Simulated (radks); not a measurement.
# Nb¹³⁺ in [Ne] 3s2 3p5.75 3d10 4s0.25: an all-electron calculation

The task here is to estimate one member of a computed series from the others.

The numbers are computed with radks (a radial shooting solver on a logarithmic mesh, Libxc functionals) version 1 (Dirac Kohn-Sham, SOGGA, spin-unpolarised, spherical densities, finite nucleus; open shells fill j = l - 1/2 first), except any that are marked as measured or tabulated.

### The system

```
element            : niobium (Z = 41)
charge             : +13
electrons          : 28
configuration      : [Ne] 3s2 3p5.75 3d10 4s0.25
nuclear rms radius : 4.324 fm
```

Set-up of the first run:

The run's settings:

```text
Z 41
configuration [Ne] 3s2 3p5.75 3d10 4s0.25
relativity Dirac
functional sogga,pbe
spin unpolarised
j_filling energy
nucleus finite rms 4.324 fm
c 137.035999084
```

One of the session's tables, all rows but one given; the rest of the session is left out.

It belongs to the step «Radial structure». From the orbitals of this run (lengths in bohr):

| level | <r> | outermost maximum (interpolated) | 90 % within | nodes |
| --- | --- | --- | --- | --- |
| 1s1/2 | 0.03610 | 0.0235 | 0.0647 | 0 |
| 2s1/2 | ? | ? | ? | ? |
| 2p1/2 | 0.1345 | 0.104 | 0.220 | 0 |
| 2p3/2 | 0.1389 | 0.108 | 0.226 | 0 |
| 3s1/2 | 0.4383 | 0.394 | 0.647 | 2 |
| 3p1/2 | 0.4322 | 0.381 | 0.652 | 1 |
| 3p3/2 | 0.4421 | 0.390 | 0.666 | 1 |
| 3d3/2 | 0.4180 | 0.329 | 0.665 | 0 |
| 3d5/2 | 0.4212 | 0.331 | 0.669 | 0 |
| 4s1/2 | 0.9865 | 0.940 | 1.40 | 3 |

Estimate the missing values for 2s1/2.

The run gave: <r>: 0.1577; outermost maximum (interpolated): 0.133; 90 % within: 0.244; nodes: 1. In the column «<r>» it lies between 2p3/2 (0.1389) and 3d3/2 (0.4180).
